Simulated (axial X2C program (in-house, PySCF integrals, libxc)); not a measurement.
# A two-component session on LaBe: properties at the nuclei

Wanted for LaBe: properties at the nuclei, at the two-component level.

Computed with an in-house X2C program for linear molecules on PySCF integrals. Level: two-component X2C with atomic mean-field terms, La dyall-cv3z, Be dyall-cv3z.

All values are calculated.

**1. Input**

File task.json:

```json
{"zs": [57, 4], "q": 0, "bas": ["dyall-cv3z", "dyall-cv3z"], "r0": 2.82, "levels": ["PBE0", "HF", "BP86", "BHandHLYP", "PBE"], "nst": 3}
```

Keys: zs atomic numbers; q charge; bas basis sets; r0 starting distance in Å; levels methods (HF also brings MP2); nst determinants followed.

Started as:

```sh
$ python soeom.py task.json out
```

After this run come: Expectation values, lowest determinant; Expectation values, a higher determinant; Expectation values, a higher determinant.

Q: Predict the outcome of this session. Wanted: lowest determinant; Eeff magnitude; Ws magnitude La; A∥/gI La; qzz La; higher determinant (for each run or level that gives them).

As calculated:

```
                                        quantity                                                  value
                              lowest determinant                Ω = 3/2 (excess of +ω over −ω: ω = 3/2)
                    Eeff magnitude (GV/cm), PBE0                                                   5.15
                     Ws magnitude La (kHz), PBE0                                                   1.97
                            A∥/gI La (MHz), PBE0                                                   1310
                             qzz La (a.u.), PBE0                                                  -2.48
                              higher determinant  Ω = 1/2 (excess of +ω over −ω: 2 × ω = -1/2, ω = 3/2)
Eeff magnitude (GV/cm), PBE0, higher determinant                                                   7.25
 Ws magnitude La (kHz), PBE0, higher determinant                                                   10.1
        A∥/gI La (MHz), PBE0, higher determinant                                                  -3930
         qzz La (a.u.), PBE0, higher determinant                                                  -2.28
                              higher determinant                Ω = 1/2 (excess of +ω over −ω: ω = 1/2)
Eeff magnitude (GV/cm), PBE0, higher determinant                                                    6.8
 Ws magnitude La (kHz), PBE0, higher determinant                                                   8.65
        A∥/gI La (MHz), PBE0, higher determinant                                                   3700
         qzz La (a.u.), PBE0, higher determinant                                                  -2.94
```

In words: In the first state, the effective field runs from 3.7 to 7.34 GV/cm over the mean-field levels. The expectation values come from single determinants, which for open shells can mix terms of unlike spin or miss the lowest Ω, so a determinant need not be a state. Eeff is the effective electric field on the electron dipole moment in this Ω state and Ws the scalar–pseudoscalar constant (defined with the proton number Z and per Ω); A∥ is the parallel hyperfine constant, which follows by multiplying with the nuclear g factor gI = μI/(I μN); qzz is the electric field gradient, eQq0 = 234.96 MHz × Q/barn × qzz; μ is positive if Be is the positive end. The operators were transformed with the bare-nucleus X2C matrices.
